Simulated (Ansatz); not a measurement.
# TaO2: a tetragonal deformation path

One table from this session's results is given with a row withheld; the runs are named, their logs left out.

Method: DFT PBEsol, scalar-relativistic, plane waves, PAW, in Ansatz 0.2.0.

1 further run of the same task is left out (set aside as unsound or not needed). Runs told in other sessions of the task aren't counted.

### Starting point

The structure is tetragonal, space group P4_2/mnm (No. 136). Conventional cell: a = 4.951 Å, b = 4.951 Å, c = 2.851 Å, α = 90.00°, β = 90.00°, γ = 90.00°. Ta (site symmetry mmm) has 6 O at 2.01 to 2.07 Å in its first shell of neighbours. O (site symmetry m2m) is surrounded by 3 Ta at 2.01 to 2.07 Å.

Structure file:

```
CELL_PARAMETERS angstrom
4.95094 0.00000 0.00000
0.00000 4.95094 0.00000
0.00000 0.00000 2.85082
ATOMIC_POSITIONS crystal
Ta 0.00000 0.00000 0.50000
Ta 0.50000 0.50000 0.00000
O 0.71344 0.28656 0.50000
O 0.28656 0.71344 0.50000
O 0.21344 0.21344 0.00000
O 0.78656 0.78656 0.00000
```

It goes back to an entry of the Materials Project, which need not be the stable form.

It is the result of an earlier relaxation at this level (volume 11.65 Å³/atom; gap on the mesh: none (metal)).

The first run:

input.yaml reads:

```yaml
crystal:
  lattice:
    - [4.9509447791, 0.0, 0.0]
    - [0.0, 4.9509447791, 0.0]
    - [0.0, 0.0, 2.8508241367]
  atoms:
    - { symbol: Ta, position: [0.0, 0.0, 0.5] }
    - { symbol: Ta, position: [0.5, 0.5, 0.0] }
    - { symbol: O, position: [0.7134360097, 0.2865639903, 0.5] }
    - { symbol: O, position: [0.2865639903, 0.7134360097, 0.5] }
    - { symbol: O, position: [0.2134360097, 0.2134360097, 0.0] }
    - { symbol: O, position: [0.7865639903, 0.7865639903, 0.0] }
basis:
  ecutwfc: 420
kpoints:
  mp_grid: { grid: [12, 12, 18] }
hamiltonian:
  xc: pbesol
scf:
  occupations: { method: gaussian, width: 0.15 }
output:
  forces: true
  stress: true
  eigenvalues: true
  write_density: true
  write_potential: true
  elf: true
  volumetric_format: npy
```

Command:

```sh
$ ansatz run input.yaml --threads 1 --pin off --max-ram 2560MiB --backend cpu --events-out ev --progress --plain --runs-dir out
```

Among the steps run: Zero of the scan; At ρ = 0.850; Point ρ = 1.200; ρ = 0.920; Point ρ = 1.100; ρ = 0.960; ρ = 1.050; Point ρ = 0.800; ρ = 1.300.

One of the session's tables, all rows but one given; the rest of the session is left out.

```
    ρ  ΔE (meV/atom)  pressure (GPa)
0.800          467.1             8.8
0.850          231.0             4.5
0.920              ?               ?
0.960           12.7             0.3
1.000            0.0             0.0
1.050           15.9             0.2
1.100           58.1             1.2
1.200          196.3             5.0
1.300          379.7            10.8
```

Q: Estimate the row for ρ = 0.920 from the others.

Worked estimate for «ΔE (meV/atom)». A straight line through the neighbours (0.850, 231.0) and (0.960, 12.7) gives 231.0 + (12.7 − 231.0) × (0.920 − 0.850) / (0.960 − 0.850) = 92.1; a parabola fitted to 4 rows on both sides gives 48.1.

**Answer.** ΔE (meV/atom): 55.4; pressure (GPa): 1.2. In «ΔE (meV/atom)» the line misses by +36.7 and the parabola by -7.3.
